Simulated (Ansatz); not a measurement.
**SiH2F2 (SiF2H2) at HSE06/STO-3G**

Aim: the electronic atomisation energy of SiH2F2 (SiF2H2) at HSE06/STO-3G, from 4 runs. 

The results are computed with Ansatz 0.2.0.

54 further runs of the same task are left out: 4 that didn't finish, 50 set aside as unsound or not needed.

## (1) Starting point

The species is SiH2F2 (5 atoms), meant as a singlet with charge 0. SMILES: `[H][Si]([H])(F)F`. Geometry: relaxed at GFN2-xTB.

Bond lengths: Si1–F2 1.594 Å, Si1–F3 1.594 Å, Si1–H4 1.442 Å, Si1–H5 1.443 Å. Angles: F2–Si1–F3 103.0°, F2–Si1–H4 107.9°, F2–Si1–H5 107.9°, F3–Si1–H4 107.9°, F3–Si1–H5 108.0°, H4–Si1–H5 120.8°.

## (2) A single-point energy at HSE06/STO-3G

Contents of molecule.yaml:

```yaml
crystal:
  periodic: [false, false, false]
  atoms:
    - {symbol: Si, position_ang: [-0.091360, 0.000560, -0.064290]}
    - {symbol: F, position_ang: [0.009240, -0.018840, 1.526500]}
    - {symbol: F, position_ang: [1.436020, 0.010630, -0.519740]}
    - {symbol: H, position_ang: [-0.680140, 1.257800, -0.455540]}
    - {symbol: H, position_ang: [-0.673740, -1.250150, -0.486920]}
basis:
  gaussian: {orbitals: STO-3G}
hamiltonian: {xc: {name: HSE06}}
accuracy: high
```

On the command line:

```
$ ansatz run molecule.yaml --threads 1 --pin off --max-ram 2610MiB --events-out events.jsonl --progress --plain --runs-dir runs
```

The program printed:

```text
Warning: RAYON_NUM_THREADS=1 ignored (pool sized by the plan → 1); use --threads N
Functional definition: HSE06
  name "HSE06"
  parameter a = 0.25
  parameter omega = 0.11/bohr
  exchange = pbe_x - a*pbe_x_sr(omega) + a*exact_x_sr(omega)
  correlation = pbe_c
387 factors; integrals over basis functions are off by at most 2.0e-8 eV
52 factors; integrals over basis functions are off by at most 1.3e-9 eV
mean field evaluation 1: about -13164.0104 eV, gradient 2.3e1 eV
mean field evaluation 2: about -13164.3973 eV, gradient 2.2e1 eV
mean field evaluation 4: about -13165.9646 eV, gradient 1.6e-1 eV
mean field evaluation 8: about -13165.9566 eV, gradient 9.8e-4 eV
mean field evaluation 16: about -13165.9566 eV, gradient 7.1e-9 eV
mean field -13165.95664920 eV, -483.8399826523 hartree, gradient 7.1e-9 eV, S^2 0.000000; 0 other end points of the search recorded, 0 dependent functions left out
reference -13165.95665065 eV, -483.8399827055 hartree; 17, 17 occupied and 4, 4 virtual orbitals, 387 factors
Total energy: -13165.95665065 eV, -483.8399827055 hartree
```

Wall time 1.5 s (1 thread of Arm Neoverse V1, shared host); peak memory 0.098 GiB.

## (3) The F atom, same level

Contents of input.yaml:

```yaml
crystal:
  periodic: [false, false, false]
  atoms:
    - {symbol: F, position_ang: [0.000000, 0.000000, 0.000000]}
basis:
  gaussian: {orbitals: STO-3G}
magnetization: {spin_polarized: true, initial_magnetization: 1}
hamiltonian: {xc: {name: HSE06}}
accuracy: high
```

On the command line:

```
$ ansatz run input.yaml --threads 1 --pin off --max-ram 2610MiB --events-out events.jsonl --progress --plain --runs-dir runs
```

The program printed, shortened:

```text
Warning: RAYON_NUM_THREADS=1 ignored (pool sized by the plan → 1); use --threads N
[... 6 set-up lines as earlier in the session ...]
15 factors; integrals over basis functions are off by at most 1.2e-9 eV
13 factors; integrals over basis functions are off by at most 2.0e-10 eV
mean field evaluation 1: about -2672.1445 eV, gradient 4.3e-13 eV
mean field evaluation 2: about -2672.1438 eV, gradient 4.7e-12 eV
mean field -2672.14383719 eV, -98.1994747724 hartree, gradient 0.0e0 eV, S^2 0.750000; 0 other end points of the search recorded, 0 dependent functions left out
reference -2672.14383749 eV, -98.1994747835 hartree; 5, 4 occupied and 0, 1 virtual orbitals, 15 factors
Total energy: -2672.14383749 eV, -98.1994747835 hartree
```

Run time: 0.28 s. Hardware: 1 thread of Arm Neoverse V1, shared host.

## (4) The H atom, same level

Contents of in.yaml:

```yaml
basis:
  gaussian:
    orbitals: STO-3G
crystal:
  periodic: [false, false, false]
  atoms:
    - symbol: H
      position_ang: [0.000000, 0.000000, 0.000000]
magnetization:
  spin_polarized: true
  initial_magnetization: 1
hamiltonian:
  xc: hse06
accuracy: high
```

On the command line:

```
$ ansatz run in.yaml --threads 1 --pin off --max-ram 2610MiB --events-out events.jsonl --progress --plain --runs-dir runs
```

The program printed, shortened:

```text
Warning: RAYON_NUM_THREADS=1 ignored (pool sized by the plan → 1); use --threads N
[... 6 set-up lines as earlier in the session ...]
1 factors; integrals over basis functions are off by at most 4.6e-10 eV
1 factors; integrals over basis functions are off by at most 1.8e-10 eV
mean field evaluation 1: about -12.6861 eV, gradient 0.0e0 eV
mean field evaluation 2: about -12.6860 eV, gradient 0.0e0 eV
mean field -12.68600353 eV, -0.4662020310 hartree, gradient 0.0e0 eV, S^2 0.750000; 0 other end points of the search recorded, 0 dependent functions left out
reference -12.68600463 eV, -0.4662020713 hartree; 1, 0 occupied and 0, 1 virtual orbitals, 1 factors
Total energy: -12.68600463 eV, -0.4662020713 hartree
```

Wall time 0.14 s (1 thread of Arm Neoverse V1, shared host).

## (5) The Si atom at the same level

Contents of input.yaml:

```yaml
crystal:
  periodic: [false, false, false]
  atoms:
    - symbol: Si
      position_ang: [0.000000, 0.000000, 0.000000]
basis:
  gaussian:
    orbitals: STO-3G
magnetization:
  spin_polarized: true
  initial_magnetization: 2
hamiltonian:
  xc: hse06
accuracy: high
```

Run the same way, it converges to -285.81686 Eh (log not shown).

## (6) Results

Level: HSE06/STO-3G.

| quantity | value |
| --- | --- |
| molecule: total energy | -483.83998 Eh |
| F atom: total energy | -98.19947 Eh |
| F atom: ⟨S²⟩ | 0.750 |
| H atom: total energy | -0.46620 Eh |
| H atom: ⟨S²⟩ | 0.750 |
| Si atom: total energy | -285.81686 Eh |
| Si atom: ⟨S²⟩ | 2.000 |
| electronic atomisation energy | 18.824 eV |

In words: Taking the molecule apart into free atoms costs 18.82 eV (434 kcal/mol), before zero-point energy and without spin-orbit coupling. In a minimal basis such a difference can be off by several eV, whatever the method.
